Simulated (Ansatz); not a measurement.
# C2H3ClGaN (SMILES [CH3][Ga]([Cl])[C]#N): levels of theory compared

Aim: a comparison of 5 runs (HF/3-21G, HF/pcseg-1, B3LYP/6-31G*, PBE0/def2-SVP, MP2/cc-pVDZ) of C2H3ClGaN. 

The calculation is run with Ansatz 0.2.0.

3 further runs of the same task are left out: 1 for a known fault of the program, 2 that didn't finish.

## 1. The structure to begin with

C2H3ClGaN has 8 atoms, charge 0, and is taken as a singlet. SMILES: `[CH3][Ga]([Cl])[C]#N`. The shape is that of a PBE0-D4/def2-TZVP optimisation.

Bond lengths: C1–Ga2 1.939 Å, Ga2–Cl3 2.132 Å, Ga2–C4 1.942 Å, C4–N5 1.153 Å, C1–H6 1.089 Å, C1–H7 1.092 Å, C1–H8 1.092 Å. Angles: C1–Ga2–Cl3 123.3°, C1–Ga2–C4 124.1°, Cl3–Ga2–C4 112.6°, Ga2–C4–N5 177.6°, Ga2–C1–H6 110.8°, Ga2–C1–H7 109.5°, Ga2–C1–H8 109.6°, H6–C1–H7 109.5°, H6–C1–H8 109.5°, H7–C1–H8 107.8°.

## 2. Energy and gradient at HF/3-21G (run 1)

molecule.yaml

```yaml
crystal:
  periodic: [false, false, false]
  atoms:
    - {symbol: C, position_ang: [-1.266000, -0.405600, 0.227000]}
    - {symbol: Ga, position_ang: [0.610600, 0.071400, 0.321500]}
    - {symbol: Cl, position_ang: [1.764500, -0.066900, 2.108400]}
    - {symbol: C, position_ang: [1.644900, 0.722800, -1.187800]}
    - {symbol: "N", position_ang: [2.218900, 1.105800, -2.111500]}
    - {symbol: H, position_ang: [-1.632900, -0.727300, 1.200300]}
    - {symbol: H, position_ang: [-1.402200, -1.211000, -0.497800]}
    - {symbol: H, position_ang: [-1.845800, 0.453700, -0.116100]}
basis:
  gaussian: {orbitals: 3-21G-spherical.json}
magnetization: {spin_polarized: false}
hamiltonian: {xc: hf}
accuracy: high
output: {forces: true, orbitals: {seedname: orbitals}}
```

The basis set 3-21G is read from a file made from the Basis Set Exchange's data (not shown).

Run with:

```sh
$ ansatz run molecule.yaml --threads 1 --pin off --max-ram 2610MiB --events-out events.jsonl --progress --plain --runs-dir runs
```

The log of the run:

```text
Warning: RAYON_NUM_THREADS=1 ignored (pool sized by the plan → 1); use --threads N
Functional definition: HF
  name "HF"
  exchange = exact_x
  correlation = 0
1445 factors; integrals over basis functions are off by at most 9.9e-9 eV
mean field evaluation 1: about -68091.9049 eV, gradient 3.0e1 eV
mean field evaluation 2: about -68092.1888 eV, gradient 3.0e1 eV
mean field evaluation 4: about -68094.7604 eV, gradient 4.1e0 eV
mean field evaluation 8: about -68094.8227 eV, gradient 4.2e-4 eV
mean field -68094.82267040 eV, -2502.4385768088 hartree, gradient 1.9e-8 eV, S^2 0.000000; 0 other end points of the search recorded, 0 dependent functions left out
the calculation of the forces begins
reference -68094.82267040 eV, -2502.4385768088 hartree; 35, 35 occupied and 33, 33 virtual orbitals, 1445 factors
Total energy: -68094.82267040 eV, -2502.4385768088 hartree
Atom 0 at    -1.266000    -0.405600     0.227000 Å, force    -0.133130    -0.022110    -0.079467 eV/Å
Atom 1 at     0.610600     0.071400     0.321500 Å, force    -0.478917     0.242285    -1.470649 eV/Å
Atom 2 at     1.764500    -0.066900     2.108400 Å, force     0.868695    -0.120075     1.408372 eV/Å
Atom 3 at     1.644900     0.722800    -1.187800 Å, force     0.367734     0.328547    -0.927005 eV/Å
Atom 4 at     2.218900     1.105800    -2.111500 Å, force    -0.539250    -0.397222     1.017942 eV/Å
Atom 5 at    -1.632900    -0.727300     1.200300 Å, force    -0.022908     0.058188    -0.273709 eV/Å
Atom 6 at    -1.402200    -1.211000    -0.497800 Å, force    -0.084992     0.152423     0.207032 eV/Å
Atom 7 at    -1.845800     0.453700    -0.116100 Å, force     0.022767    -0.242036     0.117484 eV/Å
Dipole moment:    -0.849676    -0.237399     0.043977 e Å
```

It took 2.3 s on 1 thread of Arm Neoverse V2, shared host.

## 3. Energy and gradient at HF/pcseg-1 (run 2)

job.yaml

```yaml
crystal:
  periodic: [false, false, false]
  atoms:
    - {symbol: C, position_ang: [-1.266000, -0.405600, 0.227000]}
    - {symbol: Ga, position_ang: [0.610600, 0.071400, 0.321500]}
    - {symbol: Cl, position_ang: [1.764500, -0.066900, 2.108400]}
    - {symbol: C, position_ang: [1.644900, 0.722800, -1.187800]}
    - {symbol: N, position_ang: [2.218900, 1.105800, -2.111500]}
    - {symbol: H, position_ang: [-1.632900, -0.727300, 1.200300]}
    - {symbol: H, position_ang: [-1.402200, -1.211000, -0.497800]}
    - {symbol: H, position_ang: [-1.845800, 0.453700, -0.116100]}
basis:
  gaussian:
    orbitals: pcseg-1.json
hamiltonian:
  xc: hf
accuracy: high
output:
  forces: true
  orbitals: {seedname: orbitals}
```

The basis set pcseg-1 is read from a file made from the Basis Set Exchange's data (not shown).

Run with:

```sh
$ ansatz run job.yaml --threads 1 --pin off --max-ram 2610MiB --events-out events.jsonl --progress --plain --runs-dir runs
```

The log of the run (excerpt; [...] marks lines left out):

```text
Warning: RAYON_NUM_THREADS=1 ignored (pool sized by the plan → 1); use --threads N
[... 2 set-up lines as earlier in the session ...]
[...]
2208 factors; integrals over basis functions are off by at most 1.5e-8 eV
[...]
mean field -68421.02730965 eV, -2514.4263761916 hartree, gradient 1.3e-8 eV, S^2 0.000000; 0 other end points of the search recorded, 0 dependent functions left out
[...]
reference -68421.02730965 eV, -2514.4263761916 hartree; 35, 35 occupied and 67, 67 virtual orbitals, 2208 factors
Total energy: -68421.02730965 eV, -2514.4263761916 hartree
Atom 0 at    -1.266000    -0.405600     0.227000 Å, force    -0.287117    -0.060225    -0.070231 eV/Å
Atom 1 at     0.610600     0.071400     0.321500 Å, force    -0.066602    -0.026321     0.035397 eV/Å
Atom 2 at     1.764500    -0.066900     2.108400 Å, force     0.210859    -0.025741     0.328020 eV/Å
Atom 3 at     1.644900     0.722800    -1.187800 Å, force     1.344193     0.904265    -2.192248 eV/Å
Atom 4 at     2.218900     1.105800    -2.111500 Å, force    -1.159456    -0.775826     1.874316 eV/Å
Atom 5 at    -1.632900    -0.727300     1.200300 Å, force    -0.012315     0.040863    -0.190366 eV/Å
Atom 6 at    -1.402200    -1.211000    -0.497800 Å, force    -0.054175     0.120752     0.141731 eV/Å
Atom 7 at    -1.845800     0.453700    -0.116100 Å, force     0.024612    -0.177767     0.073381 eV/Å
Dipole moment:    -0.817989    -0.282568     0.258820 e Å
```

Run time: 7.8 s. Hardware: 1 thread of Arm Neoverse V2, shared host.

Run 3 isn't shown in full; the table further down has it.

## 4. Energy and forces at PBE0/def2-SVP (run 4)

input.yaml

```yaml
crystal:
  periodic: [false, false, false]
  atoms:
    - {symbol: C, position_ang: [-1.266000, -0.405600, 0.227000]}
    - {symbol: Ga, position_ang: [0.610600, 0.071400, 0.321500]}
    - {symbol: Cl, position_ang: [1.764500, -0.066900, 2.108400]}
    - {symbol: C, position_ang: [1.644900, 0.722800, -1.187800]}
    - {symbol: "N", position_ang: [2.218900, 1.105800, -2.111500]}
    - {symbol: H, position_ang: [-1.632900, -0.727300, 1.200300]}
    - {symbol: H, position_ang: [-1.402200, -1.211000, -0.497800]}
    - {symbol: H, position_ang: [-1.845800, 0.453700, -0.116100]}
basis:
  gaussian:
    orbitals: def2-SVP
hamiltonian:
  xc: pbe0
accuracy: high
output:
  forces: true
  orbitals: {seedname: orbitals}
```

Run with:

```sh
$ ansatz run input.yaml --threads 1 --pin off --max-ram 2610MiB --events-out events.jsonl --progress --plain --runs-dir runs
```

The log of the run (excerpt; [...] marks lines left out):

```text
Warning: RAYON_NUM_THREADS=1 ignored (pool sized by the plan → 1); use --threads N
Functional definition: PBE0
  name "PBE0"
[...]
2282 factors; integrals over basis functions are off by at most 9.7e-9 eV
[...]
mean field -68486.23335989 eV, -2516.8226543399 hartree, gradient 8.4e-8 eV, S^2 0.000000; 0 other end points of the search recorded, 0 dependent functions left out
[...]
reference -68486.23336238 eV, -2516.8226544314 hartree; 35, 35 occupied and 72, 72 virtual orbitals, 2282 factors
Total energy: -68486.23336238 eV, -2516.8226544314 hartree
Atom 0 at    -1.266000    -0.405600     0.227000 Å, force     0.305102     0.077987     0.014520 eV/Å
Atom 1 at     0.610600     0.071400     0.321500 Å, force    -0.076287     0.013479    -0.137323 eV/Å
Atom 2 at     1.764500    -0.066900     2.108400 Å, force     0.086789    -0.015158     0.153801 eV/Å
Atom 3 at     1.644900     0.722800    -1.187800 Å, force    -0.519126    -0.336739     0.796558 eV/Å
Atom 4 at     2.218900     1.105800    -2.111500 Å, force     0.520362     0.343185    -0.821182 eV/Å
Atom 5 at    -1.632900    -0.727300     1.200300 Å, force    -0.117747    -0.096768     0.283200 eV/Å
Atom 6 at    -1.402200    -1.211000    -0.497800 Å, force    -0.036824    -0.226976    -0.198188 eV/Å
Atom 7 at    -1.845800     0.453700    -0.116100 Å, force    -0.162269     0.240991    -0.091386 eV/Å
Dipole moment:    -0.741178    -0.265309     0.271400 e Å
```

Run time: 14 s. Hardware: 1 thread of Arm Neoverse V2, shared host; peak memory 0.42 GiB.

## 5. Energy and forces at MP2/cc-pVDZ (run 5)

input.yaml

```yaml
crystal:
  periodic: [false, false, false]
  atoms:
    - symbol: C
      position_ang: [-1.266000, -0.405600, 0.227000]
    - symbol: Ga
      position_ang: [0.610600, 0.071400, 0.321500]
    - symbol: Cl
      position_ang: [1.764500, -0.066900, 2.108400]
    - symbol: C
      position_ang: [1.644900, 0.722800, -1.187800]
    - symbol: N
      position_ang: [2.218900, 1.105800, -2.111500]
    - symbol: H
      position_ang: [-1.632900, -0.727300, 1.200300]
    - symbol: H
      position_ang: [-1.402200, -1.211000, -0.497800]
    - symbol: H
      position_ang: [-1.845800, 0.453700, -0.116100]
basis:
  gaussian:
    orbitals: cc-pVDZ
accuracy: high
output:
  forces: true
  orbitals: {seedname: orbitals}
correlation:
  method: mp2
  frozen_orbitals: {C: 1, Cl: 5, Ga: 9, H: 0, "N": 1}
```

Run with:

```sh
$ ansatz run input.yaml --threads 1 --pin off --max-ram 2610MiB --events-out events.jsonl --progress --plain --runs-dir runs
```

The log of the run (excerpt; [...] marks lines left out):

```text
Warning: RAYON_NUM_THREADS=1 ignored (pool sized by the plan → 1); use --threads N
[... 2 set-up lines as earlier in the session ...]
[...]
2317 factors; integrals over basis functions are off by at most 8.4e-9 eV
[...]
mean field -68429.38721168 eV, -2514.7335969246 hartree, gradient 1.2e-8 eV, S^2 0.000000; 0 other end points of the search recorded, 0 dependent functions left out
17 core orbitals not correlated: weight in the atoms' cores, before any rotation towards them, 1.000 or more for the frozen orbitals, at most 0.000 for the correlated occupied ones
reference -68429.38721168 eV, -2514.7335969246 hartree; 18, 18 occupied and 67, 67 virtual orbitals, 2317 factors
second order -17.17319733 eV of doubles, -0.00000000 eV of singles
[...]
Total energy: -68446.56040901 eV, -2515.3647002861 hartree
Atom 0 at    -1.266000    -0.405600     0.227000 Å, force     0.258063     0.061414     0.034805 eV/Å
Atom 1 at     0.610600     0.071400     0.321500 Å, force    -0.019690     0.041119    -0.186428 eV/Å
Atom 2 at     1.764500    -0.066900     2.108400 Å, force     0.184469    -0.035081     0.337609 eV/Å
Atom 3 at     1.644900     0.722800    -1.187800 Å, force    -2.065421    -1.356855     3.237650 eV/Å
Atom 4 at     2.218900     1.105800    -2.111500 Å, force     2.117882     1.407938    -3.387214 eV/Å
Atom 5 at    -1.632900    -0.727300     1.200300 Å, force    -0.175636    -0.128629     0.354292 eV/Å
Atom 6 at    -1.402200    -1.211000    -0.497800 Å, force    -0.069420    -0.295432    -0.264055 eV/Å
Atom 7 at    -1.845800     0.453700    -0.116100 Å, force    -0.230246     0.305525    -0.126659 eV/Å
Dipole moment:    -0.719365    -0.250168     0.234316 e Å
```

It took 19 s on 1 thread of Arm Neoverse V2, shared host; peak memory 0.44 GiB.

## 6. Overview of the runs

```
run                               level  Cartesian functions  frozen core orbitals   energy (Eh)  dipole moment (D)  HOMO energy (eV)  LUMO energy (eV)  wall time
  1                            HF/3-21G                   no                     –  -2502.438577               4.24            -12.16              0.80      2.3 s
  2                          HF/pcseg-1                   no                     –  -2514.426376               4.34            -12.35              0.68      7.8 s
  3  B3LYP/6-31G* (Cartesian functions)                  yes                     –  -2517.649242               4.07             -8.67             -2.36       16 s
  4                       PBE0/def2-SVP                   no                     –  -2516.822654               4.00             -8.94             -2.07       14 s
  5                         MP2/cc-pVDZ                   no                    17  -2515.364700               3.83            -12.17              0.89       19 s
```

## 7. What came out

| quantity | value |
| --- | --- |
| run 5: total energy | -2515.36470 Eh |
| run 5: dipole moment (correlated density) | 3.83 D |
| run 5: HOMO energy (Hartree–Fock orbitals) | -12.17 eV |
| run 5: LUMO energy (Hartree–Fock orbitals) | 0.89 eV |
| run 5: HOMO–LUMO gap (Hartree–Fock orbitals) | 13.07 eV |
| run 5: correlation energy (17 core orbitals frozen) | -631.1 mEh |
| run 5: largest force on an atom | 4.236 eV/Å |

**Reading.** The dipole moment (its size) runs from 3.83 D (MP2/cc-pVDZ) to 4.34 D (HF/pcseg-1). The two ends differ in method and basis. Over runs 1, 2, 3, 4 the HOMO–LUMO gap runs from 6.32 eV (B3LYP/6-31G*) to 13.03 eV (HF/pcseg-1). Totals of different functionals can't be ranked against each other. All runs together took 59 s, the longest 19 s.
